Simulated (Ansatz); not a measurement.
**Cu: strong compression**

The task here is to estimate one member of a computed series from the others.

Method: DFT LDA, with the methods named in each step, in Ansatz 0.2.0.

### The system as given

The structure is hexagonal, space group P6_3/mmc (No. 194). The conventional cell has a = 2.494 Å, b = 2.494 Å, c = 4.040 Å, α = 90.00°, β = 90.00°, γ = 120.00°. Cu (site symmetry -6m2) is surrounded by 12 Cu at 2.48 to 2.49 Å.

As a file:

```
Cu
1.0
     2.49401    0.00000    0.00000
    -1.24700    2.15987    0.00000
     0.00000    0.00000    4.04029
Cu
2
Cartesian
  0.0000 1.4399 1.0101
  1.2470 0.7200 3.0302
```

Whether this phase is the stable one at these pressures isn't tested.

Atoms are numbered in the order of the input: Cu1, Cu2.

The first run:

input.yaml reads:

```yaml
crystal:
  lattice:
    - [2.4940071277, 0.0, 0.0]
    - [-1.2470035639, 2.1598735298, 0.0]
    - [0.0, 0.0, 4.0402915469]
  atoms:
    - { symbol: Cu, position: [0.3333333333, 0.6666666667, 0.25] }
    - { symbol: Cu, position: [0.6666666667, 0.3333333333, 0.75] }
kpoints:
  mp_grid: { grid: [17, 17, 10] }
scf:
  occupations: { method: fermi_dirac, width: 0.1 }
hamiltonian:
  xc: lda
  pseudopotentials: { kind: paw }
output:
  forces: true
  stress: true
relax:
  f_tol: 0.005
  max_steps: 40
  cell: {}
```

The run is started by

```console
ansatz run input.yaml --threads 1 --pin off --max-ram 2048MiB --backend cpu --events-out ev --progress --plain --runs-dir out
```

Among the steps run: Cell relaxed at zero pressure, PAW; Volume scaled by 1, PAW; Shape and atoms relaxed at 0.92 of the volume, PAW; Volume scaled by 0.92, PAW; Shape and atoms relaxed at 0.84 of the volume, PAW; Volume scaled by 0.84, PAW; Shape and atoms relaxed at 0.76 of the volume, PAW; Volume scaled by 0.76, PAW; Shape and atoms relaxed at 0.68 of the volume, PAW; Volume scaled by 0.68, PAW; Shape and atoms relaxed at 0.6 of the volume, PAW; Volume scaled by 0.6, PAW; Shape and atoms relaxed at 0.52 of the volume, PAW; Volume scaled by 0.52, PAW; Shape and atoms relaxed at 0.45 of the volume, PAW; Volume scaled by 0.45, PAW; Volume scaled by 0.45, PAW (level accurate).

One table of the session follows, with a row left open; its other results are not shown here.

```
              method  volume over the first  volume (Å³/atom)  pressure (GPa)
                 PAW                      1            10.894            0.00
                 PAW                   0.92            10.023           19.26
                 PAW                   0.84             9.151           50.42
                 PAW                   0.76             8.280          101.52
                 PAW                   0.68             7.408          187.15
                 PAW                    0.6                 ?               ?
                 PAW                   0.52             5.665          604.75
                 PAW                   0.45             4.902         1036.20
PAW (level accurate)                   0.45             4.902         1041.69
```

**Question.** Estimate the row for PAW, 0.6.

As computed: volume (Å³/atom): 6.536; pressure (GPa): 335.50. In the column «volume (Å³/atom)» it lies between PAW, 0.52 (5.665) and PAW, 0.68 (7.408).

Limits of these values: At pressures up to 1042 GPa the PAW spheres may overlap and frozen cores may not hold, so those PAW values are rough without an all-electron check.
